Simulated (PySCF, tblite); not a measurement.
# C5H10N3+: geometry, infrared bands and NMR shifts

Wanted: the infrared bands and NMR shifts of C5H10N3+ (`CCn1cc[n+](C)n1`), by calculation.

Programs: tblite 0.8.0 and PySCF 2.14.0, with density-fitted response routines of our own. Each step states its level of theory. These are calculated values for one molecule in the gas phase, unless marked as measured. Atoms are numbered from 0 throughout.

## Step 1: Starting geometry

18 atoms, charge 1, multiplicity 1; geometry from: force field or distance geometry start.

Bonds of the start (Å): C0–C1 1.52, C1–N2 1.45, N2–C3 1.35, C3–C4 1.39, C4–N5 1.33, N5–C6 1.46, N5–N7 1.35, N7–N2 1.35, C0–H8 1.10, C0–H9 1.12, C0–H10 1.10, C1–H11 1.10, C1–H12 1.12, C3–H13 1.10, C4–H14 1.08, C6–H15 1.12, C6–H16 1.10, C6–H17 1.12.

## Step 2: Optimising the geometry with GFN2-xTB

The job: settings as JSON, then the geometry in Å.

```
{"job": {"kind": "relax", "xc": "GFN2-xTB", "basis": "xTB"}, "charge": 1, "multiplicity": 1}
C      2.743700     0.401600     0.301200
C      1.779500     0.562300    -0.867700
N      0.453300     0.077100    -0.526900
C     -0.010200    -1.176000    -0.717000
C     -1.324900    -1.244400    -0.272700
N     -1.630600    -0.017600     0.140400
C     -2.936400     0.346000     0.676500
N     -0.558600     0.794400     0.000500
H      3.478500    -0.389400     0.071200
H      2.156300     0.218000     1.233800
H      3.233400     1.379500     0.454500
H      2.175900     0.112500    -1.791800
H      1.725900     1.662100    -1.064500
H      0.538900    -2.037400    -1.118500
H     -2.006800    -2.077400    -0.269500
H     -2.836400     1.042600     1.544900
H     -3.513800    -0.527900     1.025200
H     -3.476600     0.880300    -0.147900
```

On the command line:

```bash
> OMP_NUM_THREADS=1 python probes_run.py task.json out
```

The driver reads the jobs from task.json and runs them one after another.

**Question.** This job is followed by: GFN2-xTB harmonic vibrations, gas phase; GIAO PBE0/pcSseg-1 NMR shielding, non-relativistic, gas phase. Predict these results of the whole session: strongest single infrared mode (GFN2-xTB); zero-point energy (GFN2-xTB); 13C shifts against TMS (PBE0/pcSseg-1); 1H shifts against TMS (PBE0/pcSseg-1, means over atoms taken as alike); 15N shifts against NH3 (PBE0/pcSseg-1).

**Answer**, as computed:

| quantity | value |
| --- | --- |
| strongest single infrared mode (GFN2-xTB) | 1347 cm⁻¹, 63 km/mol |
| zero-point energy (GFN2-xTB) | 95.6 kcal/mol |
| 13C shifts against TMS (PBE0/pcSseg-1) | 138.3, 137.5, 51.3, 39.2, 21.4 ppm |
| 1H shifts against TMS (PBE0/pcSseg-1, means over atoms taken as alike) | 8.23, 8.22, 4.89, 4.72, 1.91 ppm |
| 15N shifts against NH3 (PBE0/pcSseg-1) | 391.8, 285.4, 268.7 ppm |

What this shows: Over 120 steps the energy fell by 0.639 eV; of the close pairs, N5–N7 changed most, 1.352 to 1.298 Å. No mode is imaginary among the 48: a minimum at this level. The strongest single mode, at 1347 cm⁻¹, is spread over several atoms, N7, N5, N2, C4 among them. GFN2-xTB is a fitted tight-binding method: band positions and strengths are rough. Its intensities can rank the bands wrongly. At PBE0/pcSseg-1: The largest span, 479 ppm, is at N7, where the paramagnetic term is -444 ppm. NICS(1)zz of -31 ppm above the planar ring from N2 marks a diatropic (aromatic) ring current.
